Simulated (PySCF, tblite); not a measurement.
# C14H42S5Si6: electronic excitations, NMR shifts

Wanted: electronic excitations, NMR shifts for C14H42S5Si6 (`C[Si](C)(C)S[Si](C)(C)S[Si](C)(C)S[Si](C)(C)S[Si](C)(C)S[Si](C)(C)C`).

Computed with tblite 0.8.0 and PySCF 2.14.0 and routines of our own; the level stands in each step. Atoms count from 0.

### 1 The starting structure

67 atoms, charge 0, multiplicity 1; geometry from: force field, distance geometry or constructed start.

### 2 Relaxing the molecule with GFN2-xTB

The job: settings as JSON, then the geometry in Å.

```
{"job": {"kind": "relax", "xc": "GFN2-xTB", "basis": "xTB"}, "charge": 0, "multiplicity": 1}
C     -8.031700     1.288200    -2.530700
Si    -7.046700     0.545900    -1.129700
C     -8.172200    -0.521700    -0.095000
C     -6.307600     1.920200    -0.122600
S     -5.566100    -0.705100    -2.052900
Si    -4.092200    -1.110900    -0.545800
C     -4.886700    -1.644700     1.018500
C     -3.045000    -2.476300    -1.256800
S     -2.898800     0.656300    -0.409700
Si    -1.836700     0.547600     1.437700
C     -3.027200     0.689100     2.859100
C     -0.711000     2.019900     1.513600
S     -0.817600    -1.309700     1.629800
Si     0.945500    -1.148300     0.397400
C      1.559100    -2.885500     0.228900
C      0.565300    -0.423300    -1.246200
S      2.317200     0.058600     1.495600
Si     4.251500    -0.301600     0.640400
C      4.927100    -1.858200     1.366500
C      4.207000    -0.300900    -1.192900
S      5.398400     1.357100     1.396600
Si     7.217200     1.419400     0.259800
C      7.978500    -0.257300     0.053700
C      8.394600     2.487600     1.243200
C      6.888700     2.242700    -1.375600
H     -8.842100     1.925500    -2.135200
H     -7.398700     1.905400    -3.174300
H     -8.495400     0.508900    -3.141300
H     -9.042300     0.060500     0.238800
H     -8.550500    -1.369600    -0.670600
H     -7.674900    -0.908100     0.793300
H     -5.591000     2.500800    -0.700300
H     -7.090400     2.604200     0.217500
H     -5.799900     1.542600     0.782800
H     -5.645500    -2.410600     0.831500
H     -5.373600    -0.820600     1.547500
H     -4.162000    -2.094600     1.703300
H     -3.670200    -3.337600    -1.524700
H     -2.295400    -2.836300    -0.549400
H     -2.534600    -2.151300    -2.164600
H     -3.566800    -0.241100     3.053900
H     -3.753400     1.477100     2.688500
H     -2.482400     0.940800     3.778300
H     -0.043300     2.093000     0.645700
H     -0.095200     2.003600     2.419600
H     -1.295400     2.948800     1.541500
H      1.866100    -3.306800     1.194100
H      0.778700    -3.537000    -0.176700
H      2.416300    -2.954900    -0.451400
H     -0.289300    -0.919000    -1.713600
H      0.347500     0.638700    -1.200500
H      1.410000    -0.542800    -1.946400
H      5.942200    -2.065100     1.014000
H      4.958100    -1.814300     2.454300
H      4.322000    -2.729000     1.094800
H      3.612700    -1.131900    -1.584300
H      3.786000     0.618500    -1.597500
H      5.203100    -0.415400    -1.630000
H      8.972100    -0.178600    -0.393900
H      7.380700    -0.898400    -0.613300
H      8.084500    -0.771300     1.010000
H      8.601300     2.053800     2.225800
H      9.355000     2.594100     0.720300
H      7.985000     3.497600     1.394000
H      7.830000     2.400200    -1.919900
H      6.413100     3.220300    -1.235600
H      6.236100     1.644800    -2.015600
```

Started as:

```sh
> OMP_NUM_THREADS=2 python large_run.py task.json out
```

The driver reads the jobs from task.json and runs them one after another.

The log of the run:

```text
step      E/eV     max force
  0   -2127.24305    1.851
  1   -2127.56691    0.654
  2   -2127.63180    0.501
  3   -2127.69036    0.290
  4   -2127.72399    0.214
  5   -2127.74461    0.202
  6   -2127.75916    0.205
  7   -2127.77060    0.164
  8   -2127.77764    0.122
  9   -2127.78228    0.130
 10   -2127.78666    0.103
 11   -2127.79153    0.137
 12   -2127.79605    0.125
 13   -2127.79933    0.075
 14   -2127.80069    0.060
 15   -2127.80421    0.088
 16   -2127.80541    0.103
 17   -2127.80845    0.091
 18   -2127.80976    0.054
 19   -2127.81103    0.061
 20   -2127.81237    0.078
 21   -2127.81417    0.080
 22   -2127.81578    0.068
 23   -2127.81712    0.048
 24   -2127.81844    0.060
 25   -2127.82013    0.099
 26   -2127.82215    0.110
 27   -2127.82392    0.085
 28   -2127.82505    0.054
 29   -2127.82576    0.042
 30   -2127.82629    0.052
 31   -2127.82679    0.044
 32   -2127.82737    0.041
 33   -2127.82816    0.060
 34   -2127.82929    0.080
 35   -2127.83076    0.081
 36   -2127.83248    0.081
 37   -2127.83429    0.074
 38   -2127.83620    0.088
 39   -2127.83809    0.082
 40   -2127.83948    0.065
 41   -2127.84020    0.039
 42   -2127.84053    0.026
 43   -2127.84076    0.028
 44   -2127.84104    0.027
 45   -2127.84141    0.044
 46   -2127.84193    0.054
 47   -2127.84257    0.050
 48   -2127.84326    0.051
 49   -2127.84394    0.043
 50   -2127.84459    0.061
 51   -2127.84520    0.057
 52   -2127.84572    0.041
 53   -2127.84617    0.037
 54   -2127.84660    0.038
 55   -2127.84706    0.050
 56   -2127.84751    0.041
 57   -2127.84786    0.039
 58   -2127.84812    0.033
 59   -2127.84834    0.026
 60   -2127.84857    0.036
 61   -2127.84880    0.038
 62   -2127.84899    0.025
 63   -2127.84916    0.023
 64   -2127.84935    0.025
 65   -2127.84958    0.039
 66   -2127.84984    0.037
 67   -2127.85007    0.030
 68   -2127.85023    0.025
 69   -2127.85035    0.021
 70   -2127.85046    0.019
```

Wall time 5.4 s (2 threads of Arm Neoverse V2, shared host); peak memory 0.19 GiB.

Step by step:

```
step  energy from step 0 (eV)  largest force (eV/Å)
   0                   0.0000                1.8507
   1                  -0.3239                0.6537
   2                  -0.3888                0.5002
   3                  -0.4473                0.2900
   4                  -0.4809                0.2140
   5                  -0.5016                0.2019
   6                  -0.5161                0.2049
   7                  -0.5275                0.1639
   8                  -0.5346                0.1228
  13                  -0.5563                0.0753
  18                  -0.5667                0.0546
  23                  -0.5741                0.0484
  29                  -0.5827                0.0419
  34                  -0.5862                0.0800
  39                  -0.5950                0.0820
  44                  -0.5980                0.0273
  50                  -0.6015                0.0615
  55                  -0.6040                0.0500
  60                  -0.6055                0.0365
  66                  -0.6068                0.0377
  67                  -0.6070                0.0304
  68                  -0.6072                0.0245
  69                  -0.6073                0.0212
  70                  -0.6074                0.0191
```

Close pairs (by a distance rule), those that changed most:

```
    bond  before (Å)  after (Å)  change (Å)
Si17–C19       1.834      1.903      +0.069
  Si5–C6       1.834      1.900      +0.066
Si13–C15       1.836      1.901      +0.065
Si17–C18       1.846      1.903      +0.057
Si21–C22       1.853      1.907      +0.054
 Si9–S12       2.127      2.179      +0.051
  Si5–S8       2.137      2.188      +0.051
Si13–C14       1.850      1.899      +0.049
```

The end geometry stands in the next job.

### 3 Electronic excitations: TDA B3LYP/6-31G*

The job: settings as JSON, then the geometry in Å.

```
{"job": {"kind": "uv", "basis": "6-31G*", "grid": 1, "kgrid": 0, "vcut": 1.5, "nstates": 6, "ntriplets": 2, "tda": true, "delta": [], "pop": true, "xc": "B3LYP"}, "charge": 0, "multiplicity": 1}
C     -8.019739     1.297985    -2.625238
Si    -7.090831     0.561182    -1.139488
C     -8.262048    -0.508078    -0.079368
C     -6.268549     1.918345    -0.092220
S     -5.604110    -0.772126    -2.049272
Si    -4.062914    -1.104213    -0.588561
C     -4.764839    -1.706444     1.071299
C     -2.921386    -2.409973    -1.358064
S     -2.965172     0.772359    -0.342880
Si    -1.852660     0.628107     1.509550
C     -2.972348     0.695981     3.044860
C     -0.641742     2.082042     1.490030
S     -0.898544    -1.327535     1.614964
Si     0.857575    -1.165210     0.369928
C      1.472019    -2.956542     0.229569
C      0.432750    -0.433293    -1.332478
S      2.244878     0.121699     1.432562
Si     4.224097    -0.295785     0.659528
C      4.876934    -1.906390     1.434619
C      4.192884    -0.408996    -1.239952
S      5.354001     1.391154     1.370458
Si     7.229752     1.464202     0.245505
C      7.989470    -0.268836     0.012499
C      8.363645     2.541423     1.323275
C      6.913237     2.296148    -1.438884
H     -8.848030     1.918605    -2.297570
H     -7.363220     1.909727    -3.235837
H     -8.418983     0.514022    -3.260772
H     -9.134286     0.060696     0.228001
H     -8.610322    -1.369759    -0.640940
H     -7.775971    -0.877455     0.818468
H     -5.463965     2.399772    -0.639318
H     -6.988331     2.680849     0.188520
H     -5.838713     1.516264     0.820246
H     -5.464072    -2.521174     0.910823
H     -5.285379    -0.919308     1.608438
H     -3.960884    -2.073020     1.702127
H     -3.457530    -3.339140    -1.521150
H     -2.081818    -2.613370    -0.700044
H     -2.539959    -2.079824    -2.319861
H     -3.391052    -0.275122     3.286887
H     -3.789746     1.395605     2.899054
H     -2.399539     1.027501     3.905483
H     -0.099690     2.150846     0.552901
H      0.091910     1.981624     2.283548
H     -1.174948     3.016609     1.631481
H      1.723329    -3.358158     1.206422
H      0.702042    -3.592260    -0.195715
H      2.350290    -3.026449    -0.404033
H     -0.434826    -0.926001    -1.759729
H      0.198017     0.624711    -1.261611
H      1.256584    -0.543620    -2.030431
H      5.887123    -2.126609     1.104544
H      4.893381    -1.822525     2.517837
H      4.250858    -2.755302     1.179434
H      3.594826    -1.252634    -1.570309
H      3.774148     0.491471    -1.680056
H      5.193654    -0.539852    -1.638973
H      8.971278    -0.188997    -0.444330
H      7.382750    -0.903352    -0.626678
H      8.111546    -0.775445     0.965254
H      8.550486     2.077470     2.286686
H      9.321592     2.708209     0.840391
H      7.910305     3.509163     1.512513
H      7.848077     2.488212    -1.957011
H      6.407551     3.247689    -1.303453
H      6.293861     1.687106    -2.090118
```

With the program's defaults for keys left out, this is: TDA B3LYP/6-31G*, vertical, gas phase, core orbitals frozen in the response, virtual orbitals cut by energy.

The log of the run:

```text
start: PBE on a coarse grid of 55922 points
cycle   1  E = -4284.0954802406  dE =  1.315e+00  |g| = 1.598e+00  |ddm| = 7.339e+00
cycle   2  E = -4283.3865644463  dE =  7.089e-01  |g| = 2.217e+00  |ddm| = 3.949e+00
cycle   3  E = -4284.7767566379  dE = -1.390e+00  |g| = 1.581e-01  |ddm| = 2.430e+00
cycle   4  E = -4284.7844002576  dE = -7.644e-03  |g| = 5.886e-02  |ddm| = 3.633e-01
cycle   5  E = -4284.7854996867  dE = -1.099e-03  |g| = 1.949e-02  |ddm| = 1.200e-01
cycle   6  E = -4284.7856272205  dE = -1.275e-04  |g| = 2.854e-03  |ddm| = 3.754e-02
final grid: 225167 points
cycle   7  E = -4287.1431299042  dE = -9.699e-03  |g| = 7.721e-02  |ddm| = 4.746e-01
cycle   8  E = -4287.1421222193  dE =  1.008e-03  |g| = 9.440e-02  |ddm| = 2.645e-01
cycle   9  E = -4287.1450397460  dE = -2.918e-03  |g| = 8.731e-03  |ddm| = 1.574e-01
cycle  10  E = -4287.1450560086  dE = -1.626e-05  |g| = 3.072e-03  |ddm| = 1.790e-02
cycle  11  E = -4287.1450584031  dE = -2.395e-06  |g| = 6.166e-04  |ddm| = 4.326e-03
cycle  12  E = -4287.1450599739  dE = -1.571e-06  |g| = 1.909e-04  |ddm| = 1.161e-03
cycle  13  E = -4287.1450592170  dE =  7.569e-07  |g| = 7.226e-05  |ddm| = 3.901e-04
converged SCF energy = -4287.1450592170

Static polarisability (au): isotropic 381.124, principal 305.894 328.403 509.074

Singlet excitations
state   eV       nm        f      main configurations
  1   5.6170    220.7   0.04576   H->L 0.46, H-1->L 0.41
  2   5.7788    214.6   0.00114   H->L 0.37, H-2->L 0.25, H-1->L 0.21
  3   5.8502    211.9   0.00864   H-3->L 0.82
  4   5.9157    209.6   0.00128   H->L+1 0.79
  5   6.0873    203.7   0.16213   H->L+2 0.56, H-2->L+1 0.12, H-1->L+1 0.09
  6   6.1295    202.3   0.00166   H->L+2 0.22, H-1->L 0.14, H-2->L+1 0.13

Triplet excitations (Tamm-Dancoff, eV): 5.3030 5.5418
```

Wall time 2.2 min (2 threads of Arm Neoverse V2, shared host); peak memory 1.3 GiB.

The orbitals next to the gap, with their largest atomic shares:

```
orbital     eV                           atoms
 HOMO−4  -6.80     S12 42 %, S8 25 %, S16 12 %
 HOMO−3  -6.60     S20 34 %, S16 32 %, C18 8 %
 HOMO−2  -6.50      S4 37 %, S8 21 %, S20 16 %
 HOMO−1  -6.43     S16 26 %, S20 26 %, S4 25 %
   HOMO  -6.26      S8 40 %, S12 22 %, S4 16 %
   LUMO   0.13  Si13 26 %, Si17 20 %, S12 11 %
 LUMO+1   0.60     Si5 24 %, Si9 23 %, S8 12 %
 LUMO+2   0.75     Si9 33 %, S8 14 %, Si5 14 %
 LUMO+3   0.89  Si13 25 %, S16 13 %, Si21 11 %
```

With each of the 6 states as a Gaussian band of 0.4 eV half-width at 1/e, the curve within the window shown has maxima at 206 nm (ε 7,500) L/(mol cm). Beyond the last state computed it falls off for lack of states. The curve at chosen wavelengths:

nm, ε (L/mol/cm) and a bar:
```
      193       3282 #############
      195       4267 #################
      197       5249 #####################
      199       6133 ########################
      202       7098 ############################
      204       7427 ##############################
      206       7492 ##############################
      208       7317 #############################
      210       6951 ############################
      212       6451 ##########################
      215       5570 ######################
      217       4959 ####################
      219       4364 #################
      221       3803 ###############
      223       3282 #############
      225       2807 ###########
      228       2177 ########
      230       1812 #######
      232       1489 #####
      234       1207 ####
      236        965 ###
      238        760 ##
      241        517 #
      243        392 #
      245        293 
      247        216
```

Ground-state properties from the same run:

```
           property  computed
  dipole moment (D)      2.38
polarisability (Å³)     56.48
 HOMO–LUMO gap (eV)      6.39
      −ε(HOMO) (eV)      6.26
```

[end of part 1 of 2]
